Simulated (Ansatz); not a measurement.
# AlCd3: a listed cell, distorted in several ways

Computed with Ansatz 0.2.0 (DFT PBEsol, scalar-relativistic, plane waves, PAW, unless a step's input says otherwise).

## (1) The structure to begin with

Symmetry: I4/mmm, No. 139, tetragonal system. The conventional cell has a = 4.388 Å, b = 4.388 Å, c = 8.930 Å, α = 90.00°, β = 90.00°, γ = 90.00°. Al (site symmetry 4/mmm) has 12 Cd at 3.10 to 3.13 Å as nearest neighbours. Around Cd (site symmetry -4m2) lie 8 Cd at 3.10 to 3.13 Å and 4 Al at 3.13 Å. Cd (site symmetry 4/mmm) is surrounded by 4 Al at 3.10 Å and 8 Cd at 3.13 Å.

As a file:

```
Al Cd
1.0
    -2.19379    2.19379    4.46522
     2.19379   -2.19379    4.46522
     2.19379    2.19379   -4.46522
Al Cd
1 3
Cartesian
  0.0000 0.0000 0.0000
  0.0000 2.1938 2.2326
  2.1938 0.0000 2.2326
  0.0000 0.0000 4.4652
```

The structure comes from the Materials Project (structure only).

## (2) Strain and moves within the space group

The change: strain xx, yy, zz, yz, xz, xy = +1.5, +1.5, +4.5, +0.0, +0.0, +0.0 %.

input.yaml reads:

```yaml
crystal:
  lattice:
    - [-2.2259688406, 2.2259688406, 4.6646792881]
    - [2.2259688406, -2.2259688406, 4.6646792881]
    - [2.2259688406, 2.2259688406, -4.6646792881]
  atoms:
    - { symbol: Al, position: [0.0, 0.0, 0.0] }
    - { symbol: Cd, position: [0.75, 0.25, 0.5] }
    - { symbol: Cd, position: [0.25, 0.75, 0.5] }
    - { symbol: Cd, position: [0.5, 0.5, 0.0] }
basis:
  ecutwfc: 420
kpoints:
  mp_grid: { grid: [14, 14, 14] }
hamiltonian:
  xc: pbesol
scf:
  occupations: { method: gaussian, width: 0.1 }
output:
  forces: true
  stress: true
  eigenvalues: true
```

The run is started by

```console
> ansatz run input.yaml --threads 1 --pin off --max-ram 1331MiB --backend cpu --events-out ev --progress --plain --runs-dir out
```

What time and memory should one allow on 1 thread of an x86-64 CPU, shared host?

About 28 s, with a peak of 0.9 GiB.
